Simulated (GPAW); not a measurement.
Here is a GPAW 26.7.0 calculation.

run.py

```python
from ase.dft.bandgap import bandgap
from ase.io import read, write
from ase.units import Bohr, GPa
from gpaw import GPAW, PW
from gpaw.elf import elf_from_dft_calculation

atoms = read('POSCAR')

calc = GPAW(mode=PW(600),
            xc='RPBE',
            kpts={'size': (7, 7, 7), 'gamma': True},
            occupations={'name': 'fermi-dirac', 'width': 0.05},
            nbands=21,
            convergence={'density': 1e-05, 'energy': 1e-05},
            maxiter=150,
            txt='gpaw.txt')
atoms.calc = calc
energy = atoms.get_potential_energy()
forces = atoms.get_forces()
stress = atoms.get_stress()
calc.write('gs.gpw')
write('result.traj', atoms)
print(f'Energy: {energy:.6f} eV')
print('Forces (eV/A):')
print(forces.round(4))
print('Stress (GPa):', (stress / GPa).round(3))
print('Fermi level:', round(calc.get_fermi_level(), 4), 'eV')
print(f'Gap: {bandgap(calc)[0]:.4f} eV, direct: {bandgap(calc, direct=True)[0]:.4f} eV')

# fields on the real-space grid
write('density.cube', atoms, data=calc.get_pseudo_density() * Bohr**3)
write('potential.cube', atoms, data=calc.get_electrostatic_potential())
write('elf.cube', atoms, data=elf_from_dft_calculation(calc).data)

path = atoms.cell.bandpath('GXWKGLUWLK,UX', npoints=80, eps=1e-4)
bs_calc = calc.fixed_density(kpts=path, symmetry='off', nbands=35,
                             convergence={'bands': 'CBM+6.0', 'eigenstates': 1e-6}, txt='bands.txt')
bs = bs_calc.band_structure()
bs.write('bs.json')
print(f'Gap on the path: {bandgap(bs_calc)[0]:.4f} eV')
```

Contents of POSCAR:

```
MoI
1.0
    0.0000000000      3.1788513800      3.1788513800
    3.1788513800      0.0000000000      3.1788513800
    3.1788513800      3.1788513800      0.0000000000
Mo I
1 1
Direct
    0.0000000000      0.0000000000      0.0000000000
    0.7500000000      0.7500000000      0.7500000000
```

Potentials or basis: the program's PAW data sets (release 1.2.1) made for this functional, pw.

Launch:

```sh
$ OMP_NUM_THREADS=1 python run.py
```

Problem. Estimate the pressure.

Solution. -5.3 GPa.

Problem. Predict the band gap along the path.

Solution. None (metal or under the smearing width).

Levels at the corners of the path, in eV from the Fermi level:
| point | band 8 | band 9 | band 10 | band 11 | band 12 | band 13 | band 14 | band 15 |
| --- | --- | --- | --- | --- | --- | --- | --- | --- |
| Γ | -4.92 | -0.47 | -0.47 | 0.55 | 2.45 | 2.45 | 2.45 | 5.23 |
| X | -4.62 | -1.01 | -0.38 | 0.04 | 0.33 | 0.33 | 3.93 | 5.00 |
| W | -4.64 | -1.10 | -0.65 | -0.05 | 0.52 | 1.11 | 5.05 | 5.29 |
| K | -4.65 | -1.08 | -0.29 | -0.27 | 0.69 | 0.82 | 4.31 | 5.09 |
| Γ | -4.92 | -0.47 | -0.47 | 0.55 | 2.45 | 2.45 | 2.45 | 5.23 |
| L | -4.76 | -0.28 | -0.28 | -0.21 | 1.17 | 1.17 | 2.55 | 6.20 |
| U | -4.65 | -1.08 | -0.29 | -0.27 | 0.69 | 0.82 | 4.31 | 5.09 |
| W | -4.64 | -1.10 | -0.65 | -0.05 | 0.52 | 1.11 | 5.05 | 5.29 |
| L | -4.76 | -0.28 | -0.28 | -0.21 | 1.17 | 1.17 | 2.55 | 6.20 |
| K | -4.65 | -1.08 | -0.29 | -0.27 | 0.69 | 0.82 | 4.31 | 5.09 |
| U | -4.65 | -1.08 | -0.29 | -0.27 | 0.69 | 0.82 | 4.31 | 5.09 |
| X | -4.62 | -1.01 | -0.38 | 0.04 | 0.33 | 0.33 | 3.93 | 5.00 |

Caveat: spin-orbit coupling is left out, which moves the levels of the heavy elements; an odd number of electrons without spin polarisation forces a metal; a magnetic or distorted state may lie lower.
